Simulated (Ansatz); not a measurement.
# CH₃Cl₃NV: basis-set convergence

One table from this session's results is given with a row withheld; the runs are named, their logs left out.

Program: Ansatz 0.2.0, Gaussian basis. Level of theory: one geometry, several basis sets. These are calculated values, not measurements.

Plan: PBE0-D4/def2-SVP; ωB97M-V/def2-SVP; PBE0-D4/def2-QZVPP; ωB97M-V/def2-QZVPP; the functionals' def2-TZVPP values are taken from earlier runs.

### The relaxed structure

All runs share one geometry, relaxed beforehand with PBE0-D4 in a triple-zeta def2 set.

SMILES `C[N]=[V]([Cl])([Cl])[Cl]`, 9 atoms, charge 0, spin multiplicity 1.

Atoms are counted from 1 here; the program's logs count them from 0.

Bond lengths: C1–N2 1.409 Å, C1–H7 1.095 Å, C1–H8 1.095 Å, C1–H9 1.095 Å, N2–V3 1.587 Å, V3–Cl4 2.149 Å, V3–Cl5 2.149 Å, V3–Cl6 2.149 Å. Angles: N2–C1–H7 109.9°, N2–C1–H8 109.9°, N2–C1–H9 109.9°, H7–C1–H8 109.1°, H7–C1–H9 109.1°, H8–C1–H9 109.1°, C1–N2–V3 179.9°, N2–V3–Cl4 106.3°, N2–V3–Cl5 106.3°, N2–V3–Cl6 106.3°, Cl4–V3–Cl5 112.5°, Cl4–V3–Cl6 112.5°, Cl5–V3–Cl6 112.5°.

Set-up of the first run:

in.yaml reads:

```yaml
crystal:
  periodic: [false, false, false]
  atoms:
    - {symbol: C, position_ang: [0.271310, -1.252042, 0.906850]}
    - {symbol: N, position_ang: [0.035132, -0.129441, 0.088776]}
    - {symbol: V, position_ang: [-0.229527, 1.135247, -0.833013]}
    - {symbol: Cl, position_ang: [-1.807728, 0.578909, -2.180636]}
    - {symbol: Cl, position_ang: [1.618822, 1.533902, -1.853254]}
    - {symbol: Cl, position_ang: [-0.800520, 2.732715, 0.485450]}
    - {symbol: H, position_ang: [1.307531, -1.585771, 0.790582]}
    - {symbol: H, position_ang: [-0.401238, -2.067818, 0.622547]}
    - {symbol: H, position_ang: [0.094818, -0.992001, 1.955597]}
basis:
  gaussian: {orbitals: def2-SVP}
hamiltonian: {xc: pbe0, dispersion: d4}
output: {orbitals: {seedname: orbitals}}
```

Started as:

```sh
ansatz run in.yaml --threads 4 --pin off --events-out ev --progress --plain --max-ram 11315MiB
```

Among the steps run: PBE0-D4 in def2-SVP; ωB97M-V in def2-SVP; PBE0-D4 in def2-QZVPP; ωB97M-V in def2-QZVPP.

One of the session's tables, all rows but one given; the rest of the session is left out.

It belongs to the step «Functionals by basis». 

| functional | basis | HOMO (eV) | LUMO (eV) |
| --- | --- | --- | --- |
| PBE0-D4 | def2-SVP | ? | ? |
| PBE0-D4 | def2-TZVPP | -8.43 | -3.42 |
| PBE0-D4 | def2-QZVPP | -8.45 | -3.45 |
| ωB97M-V | def2-SVP | -10.49 | -1.20 |
| ωB97M-V | def2-TZVPP | -10.65 | -1.28 |
| ωB97M-V | def2-QZVPP | -10.69 | -1.33 |

Q: Estimate the row for PBE0-D4, def2-SVP from the others.

As computed: HOMO (eV): -8.32; LUMO (eV): -3.39. In the column «HOMO (eV)» it is the highest.
